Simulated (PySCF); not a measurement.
# GeCl₃: structure of the doublet

Where does doublet GeCl₃ go from a trigonal planar start, is the end point a minimum, and what are its modes, charges and moments?

Method: PBE0, basis Ge def2-TZVP, Cl def2-TZVP, no relativity, density fitting; program: PySCF 2.14.0.

**1. Where the work starts**

4 atoms, charge 0, spin multiplicity 2.

Bond lengths: Ge1–Cl2 2.200 Å, Ge1–Cl3 2.200 Å, Ge1–Cl4 2.200 Å. Angles: Cl2–Ge1–Cl3 120.0°, Cl2–Ge1–Cl4 120.0°, Cl3–Ge1–Cl4 120.0°.

```xyz
4
charge 0 multiplicity 2
Ge    0.0000    0.0000    0.0000
Cl    2.2000    0.0000    0.0000
Cl   -1.1000    1.9053    0.0000
Cl   -1.1000   -1.9053    0.0000
```

**2. First SCF at the start**

One driver script runs all steps and calls PySCF; scf.py shows how it sets up the SCF of each step. The optimiser is the driver's own. After this first run the driver tries any further starts and a stability analysis.

File scf.py:

```python
from pyscf import gto, scf, dft
mol = gto.M(atom='''
Ge     0.000000     0.000000     0.000000
Cl     2.200000     0.000000     0.000000
Cl    -1.100000     1.905300     0.000000
Cl    -1.100000    -1.905300     0.000000''',
    basis={'Ge': 'def2-TZVP', 'Cl': 'def2-TZVP'},
    charge=0, spin=1)
mf = dft.UKS(mol, xc='PBE0')
mf.grids.atom_grid = (50, 194)
aux = {'Ge': 'def2-universal-JKFIT', 'Cl': 'def2-universal-JKFIT'}
mf = mf.density_fit(auxbasis=aux)
mf.conv_tol = 1e-08
mf.diis_space = 10
mf.max_cycle = 60
mf.init_guess = 'minao'
mf.verbose = 4
mf.kernel()
```

Command:

```console
$ OMP_NUM_THREADS=4 python axn.py task.json out
```

Further steps of the session: Trigonal planar start, doublet: relaxation; Frequencies; Following the imaginary mode; Is it a minimum? Harmonic modes.

**Question.** What will these runs give? Wanted: minimum; geometry; wavenumbers; dipole moment; highest occupied, lowest empty level; polar-tensor charge of Ge1; zero-point energy; atomisation energy; ⟨S²⟩.

**Answer**, as computed:

| quantity | value |
| --- | --- |
| minimum | doublet, C3v |
| geometry | Ge–Cl 2.149 Å (×3); Cl–Ge–Cl 108.7° (×3) |
| wavenumbers (cm⁻¹) | 131 (e), 166 (a1), 389 (a1), 428 (e) |
| dipole moment | 1.14 D |
| highest occupied, lowest empty level (either spin) | -7.55, -4.51 eV |
| polar-tensor charge of Ge1 | +1.49 e |
| zero-point energy | 10.0 kJ/mol |
| entropy at 298.15 K | 335.7 J/(mol K) |
| atomisation energy (no zero-point energy) | 1018 kJ/mol |
| ⟨S²⟩ | 0.754 |

In words: The trigonal planar start (D3h) ends in a minimum of C3v symmetry, after a stop at a saddle point 85.4 kJ/mol higher, from which it was pushed off along an imaginary mode. The strongest infrared band lies at 428 cm⁻¹ (e, stretch). Most of the spin sits on Ge1 (Mulliken spin 0.61, against 1 for the whole molecule). Other starts or spin states, not run here, may lie lower.
